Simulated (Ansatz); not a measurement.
Crystal: SiO.

```
Si O
1.0
     0.00000    2.43364    2.43364
     2.43364    0.00000    2.43364
     2.43364    2.43364    0.00000
Si O
1 1
Direct
  0.75000 0.75000 0.75000
  0.00000 0.00000 0.00000
```

The cell was built by a generator and needn't be a form met in nature.

```yaml
Program: Ansatz 0.2.0
Task: relaxation of cell and atoms
Functional: B3LYP
Potentials_or_basis: Ansatz PAW
Cutoff: "420 eV (not typed: the program's choice for these potentials)"
k_mesh: 5 × 5 × 5
Occupations: fermi-dirac, width 0.05 eV
Spin: no spin polarisation
```

At the start: volume 14.41 Å³/atom.

Problem. How do energy, volume and symmetry change on relaxing?

Solution. It ends after 8 steps and the volume is 15.76 Å³/atom (+9.3 %); space group F-43m (No. 216, to 0.05 Å).

Step by step:
| step | energy change (eV) | largest force (eV/Å) | volume (Å³) |
| --- | --- | --- | --- |
| 1 | 0.0000 | 0.0000 | 28.83 |
| 2 | -0.0277 | 0.0000 | 29.88 |
| 3 | -0.0389 | 0.0000 | 31.43 |
| 4 | -0.0394 | 0.0000 | 31.29 |
| 5 | -0.0482 | 0.0000 | 31.29 |
| 6 | -0.0481 | 0.0000 | 31.50 |
| 7 | -0.0481 | 0.0000 | 31.52 |
| 8 | -0.0488 | 0.0000 | 31.52 |

Final structure:
```cif
data_structure
_symmetry_space_group_name_H-M 'P 1'
_symmetry_Int_Tables_number 1
_cell_length_a 3.5457
_cell_length_b 3.5457
_cell_length_c 3.5457
_cell_angle_alpha 60.000
_cell_angle_beta 60.000
_cell_angle_gamma 60.000
_cell_volume 31.52
loop_
_atom_site_label
_atom_site_type_symbol
_atom_site_fract_x
_atom_site_fract_y
_atom_site_fract_z
_atom_site_occupancy
Si1 Si 0.75000 0.75000 0.75000 1
O1 O 0.00000 0.00000 0.00000 1
```

Caveat: the k mesh is coarse (spacing up to 0.45 Å⁻¹), so the values aren't converged, least of all with exact exchange; the plane-wave basis is chosen anew once the cell has moved, so the energies of steps on either side of that aren't comparable; the pressure holds a Pulay correction of +0.3 GPa for the finite cutoff; the PAW data sets come from PBE, with cores solved anew for the run's functional, which leaves a small shift of forces and pressure.
